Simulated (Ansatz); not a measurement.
# B3LYP/6-31G(d) (spherical functions) run of CH5BClNO (SMILES NB(Cl)CO)

Aim: the vertical ionisation energy of CH5BClNO at B3LYP/6-31G* (spherical functions), from 2 runs. 

The results are computed with Ansatz 0.2.0.

141 further runs of the same task are left out: 141 set aside as unsound or not needed.

### 1 The structure to begin with

CH5BClNO has 10 atoms, charge 0, and is taken as a singlet. As SMILES, `NB(Cl)CO`. The shape is that of a PBE0-D4/def2-TZVP optimisation. This is a higher conformer, about 10 kJ/mol above the lowest found by a separate search.

Bond lengths: N1–B2 1.386 Å, B2–Cl3 1.784 Å, B2–C4 1.577 Å, C4–O5 1.413 Å, N1–H6 1.005 Å, N1–H7 1.006 Å, C4–H8 1.096 Å, C4–H9 1.105 Å, O5–H10 0.962 Å. Some angles: N1–B2–Cl3 118.3°, N1–B2–C4 123.5°, Cl3–B2–C4 118.2°, B2–C4–O5 116.0°, B2–N1–H6 123.2°, B2–N1–H7 122.4°, B2–C4–H8 109.8°, B2–C4–H9 107.4°, O5–C4–H8 107.3°, O5–C4–H9 110.4°.

### 2 A single-point energy at B3LYP/6-31G(d) (spherical functions)

Input file run.yaml:

```yaml
basis:
  gaussian:
    orbitals: 6-31G_st_-spherical.json
crystal:
  periodic: [false, false, false]
  atoms:
    - {symbol: "N", position_ang: [-1.481300, 0.770100, 0.263800]}
    - {symbol: B, position_ang: [-0.131200, 0.458300, 0.272600]}
    - {symbol: Cl, position_ang: [0.978400, 1.531400, 1.166200]}
    - {symbol: C, position_ang: [0.484800, -0.764800, -0.509200]}
    - {symbol: O, position_ang: [1.724500, -1.243900, -0.030200]}
    - {symbol: H, position_ang: [-1.860400, 1.585400, 0.713900]}
    - {symbol: H, position_ang: [-2.164100, 0.196600, -0.201200]}
    - {symbol: H, position_ang: [-0.217400, -1.606600, -0.495200]}
    - {symbol: H, position_ang: [0.570000, -0.469000, -1.570200]}
    - {symbol: H, position_ang: [2.179800, -0.508700, 0.392200]}
hamiltonian:
  xc: {name: B3LYP}
accuracy: high
output:
  orbitals: {seedname: orbitals}
```

The basis set 6-31G* is read from a file made from the Basis Set Exchange's data (not shown).

On the command line:

```sh
ansatz run run.yaml --threads 1 --pin off --max-ram 3480MiB --events-out events.jsonl --progress --plain --runs-dir runs
```

Standard output:

```text
Warning: RAYON_NUM_THREADS=1 ignored (pool sized by the plan → 1); use --threads N
Functional definition: B3LYP
  name "B3LYP"
  parameter a0 = 0.2
  parameter ax = 0.72
  parameter ac = 0.81
  exchange = (1 - a0 - ax)*slater_x + ax*b88_x + a0*exact_x
  correlation = (1 - ac)*vwn_rpa_c + ac*lyp_c
1985 factors; integrals over basis functions are off by at most 4.5e-9 eV
mean field evaluation 1: about -17848.1570 eV, gradient 6.4e1 eV
mean field evaluation 2: about -17840.3258 eV, gradient 8.8e1 eV
mean field evaluation 4: about -17856.1096 eV, gradient 2.9e0 eV
mean field evaluation 8: about -17856.3409 eV, gradient 2.8e-1 eV
mean field evaluation 16: about -17856.3411 eV, gradient 3.4e-5 eV
mean field -17856.34113251 eV, -656.2084331571 hartree, gradient 5.4e-8 eV, S^2 0.000000; 0 other end points of the search recorded, 0 dependent functions left out
reference -17856.34116901 eV, -656.2084344983 hartree; 24, 24 occupied and 60, 60 virtual orbitals, 1985 factors
Total energy: -17856.34116901 eV, -656.2084344983 hartree
```

Run time: 6.9 s. Hardware: 1 thread of Arm Neoverse V2, shared host; peak memory 0.29 GiB.

### 3 The doublet cation

Changes to run.yaml since step 2:

```diff
@@ -1,4 +1 @@
-basis:
-  gaussian:
-    orbitals: 6-31G_st_-spherical.json
 crystal:
@@ -16,2 +13,9 @@
     - {symbol: H, position_ang: [2.179800, -0.508700, 0.392200]}
+basis:
+  gaussian:
+    orbitals: 6-31G_st_-spherical.json
+total_charge: 1
+magnetization:
+  spin_polarized: true
+  initial_magnetization: 1
 hamiltonian:
@@ -19,3 +23,2 @@
 accuracy: high
-output:
-  orbitals: {seedname: orbitals}
+output: {orbitals: {seedname: orbitals}}
```

The basis set 6-31G* is read from a file made from the Basis Set Exchange's data (not shown).

On the command line:

```sh
ansatz run run.yaml --threads 1 --pin off --max-ram 3480MiB --events-out events.jsonl --progress --plain --runs-dir runs
```

Standard output:

```text
Warning: RAYON_NUM_THREADS=1 ignored (pool sized by the plan → 1); use --threads N
Functional definition: B3LYP
  name "B3LYP"
  parameter a0 = 0.2
  parameter ax = 0.72
  parameter ac = 0.81
  exchange = (1 - a0 - ax)*slater_x + ax*b88_x + a0*exact_x
  correlation = (1 - ac)*vwn_rpa_c + ac*lyp_c
1983 factors; integrals over basis functions are off by at most 4.5e-9 eV
mean field evaluation 1: about -17828.0708 eV, gradient 6.3e1 eV
mean field evaluation 2: about -17756.0988 eV, gradient 1.2e2 eV
mean field evaluation 4: about -17843.6014 eV, gradient 2.5e1 eV
mean field evaluation 8: about -17846.4933 eV, gradient 5.7e-1 eV
mean field evaluation 16: about -17846.7071 eV, gradient 2.9e-2 eV
mean field evaluation 32: about -17846.7071 eV, gradient 1.7e-6 eV
mean field -17846.70713993 eV, -655.8543904599 hartree, gradient 6.8e-9 eV, S^2 0.756813; 2 other end points of the search recorded, 0 dependent functions left out
reference -17846.70717402 eV, -655.8543917126 hartree; 24, 23 occupied and 60, 61 virtual orbitals, 1983 factors
Total energy: -17846.70717402 eV, -655.8543917126 hartree
```

Run time: 16 s. Hardware: 1 thread of Arm Neoverse V2, shared host; peak memory 0.42 GiB.

### 4 What came out

Level: B3LYP/6-31G* (spherical functions).

| quantity | value |
| --- | --- |
| singlet CH5BClNO: total energy | -656.20843 Eh |
| singlet CH5BClNO: HOMO energy | -6.86 eV |
| singlet CH5BClNO: LUMO energy | 0.46 eV |
| singlet CH5BClNO: HOMO–LUMO gap | 7.33 eV |
| doublet cation: total energy | -655.85439 Eh |
| doublet cation: HOMO energy (highest over α and β) | -13.45 eV |
| doublet cation: LUMO energy (lowest over α and β) | -12.15 eV |
| doublet cation: ⟨S²⟩ | 0.757 |
| vertical ionisation energy (to the doublet cation) | 9.634 eV |

What this shows: Removing an electron at fixed nuclei costs 9.63 eV (930 kJ/mol). −ε(HOMO) before ionisation, 6.86 eV, is 2.77 eV below this ionisation energy.
